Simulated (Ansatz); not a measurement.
# RuTe: the cost of one run

Program: Ansatz 0.2.0. Level of theory: DFT r²SCAN, scalar-relativistic, plane waves, PAW. These are calculated values, not measurements.

3 further runs of the same task are left out: 2 that didn't finish, 1 set aside as unsound or not needed. Runs told in other sessions of the task aren't counted.

### Step 1. Starting point

It takes space group F-43m (No. 216, cubic). The conventional cell has a = 5.851 Å, b = 5.851 Å, c = 5.851 Å, α = 90.00°, β = 90.00°, γ = 90.00°. Around Ru (site symmetry -43m) lie 4 Te at 2.53 Å. Te (site symmetry -43m) is surrounded by 4 Ru at 2.53 Å.

Coordinates:

```cif
data_structure
_symmetry_space_group_name_H-M 'P 1'
_symmetry_Int_Tables_number 1
_cell_length_a 4.1372
_cell_length_b 4.1372
_cell_length_c 4.1372
_cell_angle_alpha 60.000
_cell_angle_beta 60.000
_cell_angle_gamma 60.000
_cell_volume 50.07
loop_
_atom_site_label
_atom_site_type_symbol
_atom_site_fract_x
_atom_site_fract_y
_atom_site_fract_z
_atom_site_occupancy
Ru1 Ru 0.00000 0.00000 0.00000 1
Te1 Te 0.25000 0.25000 0.25000 1
```

An earlier run at r²SCAN left this cell at 25.037 Å³/atom and 0.00 GPa (10×10×10 mesh).

The changes: atom 1 (Ru) moved 0.02 Å along z; strain e5 = +0.03, atoms carried along; all atoms moved at random (σ = 0.06 Å), cell strained at random (1 %).

### Step 2. Atom 1 (Ru) moved 0.02 Å along z

input.yaml reads:

```yaml
crystal:
  lattice:
    - [0.0, 2.9254422799, 2.9254422799]
    - [2.9254422799, 0.0, 2.9254422799]
    - [2.9254422799, 2.9254422799, 0.0]
  atoms:
    - { symbol: Ru, position: [0.0034182866, 0.0034182866, -0.0034182866] }
    - { symbol: Te, position: [0.25, 0.25, 0.25] }
basis:
  ecutwfc: 500
  ecutrho_ratio: 4
kpoints:
  mp_grid: { grid: [10, 10, 10] }
hamiltonian:
  xc: r2scan
scf:
  occupations: { method: gaussian, width: 0.05 }
output:
  forces: true
  stress: true
  eigenvalues: true
  write_density: true
  write_potential: true
  elf: true
  volumetric_format: npy
```

Command:

```bash
ansatz run input.yaml --threads 2 --pin off --max-ram 2662MiB --backend cpu --events-out ev --progress --plain --runs-dir out
```

What time and memory should one allow on 2 threads of Arm Neoverse V2, shared host?

About 20 s, with a peak of 0.63 GiB.
